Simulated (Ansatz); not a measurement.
# GaGeH6NO: up Jacob's ladder to CCSD(T)

One table from this session's results is given with a row withheld; the runs are named, their logs left out.

Program: Ansatz 0.2.0, Gaussian basis. Level of theory: functionals in def2-TZVPP, the program's frozen cores in correlated methods. These are calculated values, not measurements.

Plan: LDA (SPW92), PBE-D4, revPBE-D4, BLYP-D4, r2SCAN-D4, B97M-V, PBE0-D4, B3LYP-D4, r2SCANh-D4, r2SCAN0-D4, HSE06-D4, BHLYP-D4, CAM-B3LYP-D4, LC-ωPBE, ωB97X-V, ωB97M-V, B2PLYP, PBE-QIDH; CCSD(T)/def2-SVP; CCSD(T)/def2-TZVPP; MP2/def2-QZVPP; extrapolation to the limit; RPA on PBE.

**The relaxed structure**

An earlier PBE0-D4 in a triple-zeta def2 set relaxation fixed the geometry.

10 atoms, charge 0, spin multiplicity 1.

Atoms are counted from 1 here; the program's logs count them from 0.

Bond lengths: N1–Ge2 1.896 Å, N1–Ga3 2.347 Å, N1–H5 1.016 Å, N1–H6 1.016 Å, Ge2–H7 1.525 Å, Ge2–H8 1.551 Å, Ge2–H9 1.525 Å, Ga3–O4 1.864 Å, O4–H10 0.959 Å. Angles: Ge2–N1–Ga3 113.9°, Ge2–N1–H5 110.7°, Ge2–N1–H6 110.5°, Ga3–N1–H5 108.3°, Ga3–N1–H6 107.6°, H5–N1–H6 105.5°, N1–Ge2–H7 108.7°, N1–Ge2–H8 105.6°, N1–Ge2–H9 108.7°, H7–Ge2–H8 108.8°, H7–Ge2–H9 115.8°, H8–Ge2–H9 108.8°, N1–Ga3–O4 80.3°, Ga3–O4–H10 117.4°.

Set-up of the first run:

The input, in.yaml:

```yaml
crystal:
  periodic: [false, false, false]
  atoms:
    - {symbol: N, position_ang: [-1.039094, 0.480147, -0.150438]}
    - {symbol: Ge, position_ang: [-0.146299, -1.191938, -0.119221]}
    - {symbol: Ga, position_ang: [0.356662, 2.312178, 0.302482]}
    - {symbol: O, position_ang: [1.616052, 0.938488, 0.350512]}
    - {symbol: H, position_ang: [-1.805071, 0.490179, 0.516584]}
    - {symbol: H, position_ang: [-1.467486, 0.637947, -1.057968]}
    - {symbol: H, position_ang: [0.867356, -1.226734, -1.257449]}
    - {symbol: H, position_ang: [-1.242060, -2.253909, -0.394313]}
    - {symbol: H, position_ang: [0.417246, -1.418377, 1.279428]}
    - {symbol: H, position_ang: [2.525795, 1.180818, 0.533183]}
basis:
  gaussian: {orbitals: def2-TZVPP}
hamiltonian: {xc: lda}
output: {orbitals: {seedname: orbitals}}
```

Steps of the session up to this table: LDA; PBE-D4 (GGA); revPBE-D4 (GGA); BLYP-D4 (GGA); r2SCAN-D4 (meta-GGA); B97M-V (meta-GGA); PBE0-D4 (hybrid); B3LYP-D4 (hybrid); r2SCANh-D4 (hybrid); r2SCAN0-D4 (hybrid); HSE06-D4 (hybrid); BHLYP-D4 (hybrid); CAM-B3LYP-D4 (range-separated); LC-ωPBE (range-separated); ωB97X-V (range-separated); ωB97M-V (range-separated); B2PLYP (double hybrid); PBE-QIDH (double hybrid).

One of the session's tables, all rows but one given; the rest of the session is left out.

It belongs to the step «Frontier levels by functional». 

```
  functional  HOMO (eV)  gap (eV)
 LDA (SPW92)      -4.91      3.57
      PBE-D4      -4.72      3.57
   revPBE-D4      -4.65      3.59
     BLYP-D4      -4.64      3.57
   r2SCAN-D4      -4.94      3.93
      B97M-V      -4.87      3.78
     PBE0-D4      -5.69      5.25
    B3LYP-D4      -5.57      4.91
  r2SCANh-D4      -5.31      4.56
  r2SCAN0-D4          ?         ?
    HSE06-D4      -5.29      4.49
    BHLYP-D4      -6.57      6.85
CAM-B3LYP-D4      -6.95      7.44
     LC-ωPBE      -8.09      9.63
     ωB97X-V      -7.82      9.24
     ωB97M-V      -7.80      9.04
```

Estimate the missing values for r2SCAN0-D4.

Worked estimate for «HOMO (eV)». Against the share of exact exchange, r2SCAN-D4 (0, -4.94), r2SCANh-D4 (0.1, -5.31) give a slope of -3.70 per unit share; at 0.25 the line stands at -5.86.

**Answer.** HOMO (eV): -5.85; gap (eV): 5.48. In «HOMO (eV)» the line misses by -0.01.
